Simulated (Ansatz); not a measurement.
**F₂H₃NOZr: small, medium and large basis sets**

One table from this session's results is given with a row withheld; the runs are named, their logs left out.

Method: one geometry, several basis sets; program: Ansatz 0.2.0, Gaussian basis.

Plan: PBE0-D4/def2-SVP; ωB97M-V/def2-SVP; PBE0-D4/def2-QZVPP; ωB97M-V/def2-QZVPP; the functionals' def2-TZVPP values are taken from earlier runs.

## Structure used throughout

An earlier PBE0-D4 in a triple-zeta def2 set relaxation fixed the geometry. Zr takes the def2 core potential; no spin-orbit term is included.

8 atoms, charge 0, spin multiplicity 1.

Atoms are counted from 1 here; the program's logs count them from 0.

Bond lengths: N1–Zr2 2.024 Å, N1–H6 1.011 Å, N1–H7 1.011 Å, Zr2–O3 1.912 Å, Zr2–F4 1.916 Å, Zr2–F5 1.916 Å, O3–H8 0.953 Å. Angles: Zr2–N1–H6 125.5°, Zr2–N1–H7 125.7°, H6–N1–H7 108.8°, N1–Zr2–O3 106.4°, N1–Zr2–F4 109.3°, N1–Zr2–F5 109.3°, O3–Zr2–F4 112.8°, O3–Zr2–F5 112.9°, F4–Zr2–F5 105.9°, Zr2–O3–H8 164.3°.

As a file:

```xyz
8
charge 0, multiplicity 1
N    -0.7409    0.0065   -1.3153
Zr    0.2068    0.4240    0.4243
O     0.7480   -1.2545    1.1620
F     1.6835    1.5951    0.0776
F    -0.9777    1.3967    1.5746
H    -0.8844   -0.9176   -1.6983
H    -1.1478    0.6869   -1.9429
H     1.1125   -1.9371    1.7181
```

The first run:

The input, in.yaml:

```yaml
crystal:
  periodic: [false, false, false]
  atoms:
    - {symbol: N, position_ang: [-0.740885, 0.006457, -1.315255]}
    - {symbol: Zr, position_ang: [0.206773, 0.423957, 0.424251]}
    - {symbol: O, position_ang: [0.748029, -1.254487, 1.162040]}
    - {symbol: F, position_ang: [1.683547, 1.595115, 0.077597]}
    - {symbol: F, position_ang: [-0.977744, 1.396705, 1.574551]}
    - {symbol: H, position_ang: [-0.884421, -0.917566, -1.698331]}
    - {symbol: H, position_ang: [-1.147785, 0.686945, -1.942913]}
    - {symbol: H, position_ang: [1.112476, -1.937126, 1.718050]}
basis:
  gaussian: {orbitals: def2-SVP}
hamiltonian: {xc: pbe0, dispersion: d4}
output: {orbitals: {seedname: orbitals}}
```

Started as:

```console
> ansatz run in.yaml --threads 4 --pin off --events-out ev --progress --plain --max-ram 10444MiB
```

Among the steps run: PBE0-D4 in def2-SVP; ωB97M-V in def2-SVP; PBE0-D4 in def2-QZVPP; ωB97M-V in def2-QZVPP.

One of the session's tables, all rows but one given; the rest of the session is left out.

It belongs to the step «Density functionals: the series». 

```
functional       basis  HOMO (eV)
   PBE0-D4    def2-SVP      -7.55
   PBE0-D4  def2-TZVPP      -7.74
   PBE0-D4  def2-QZVPP      -7.77
   ωB97M-V    def2-SVP      -9.91
   ωB97M-V  def2-TZVPP     -10.11
   ωB97M-V  def2-QZVPP          ?
```

**Question.** Estimate the row for ωB97M-V, def2-QZVPP.

The run gave: HOMO (eV): -10.15. In the column «HOMO (eV)» it is the lowest.
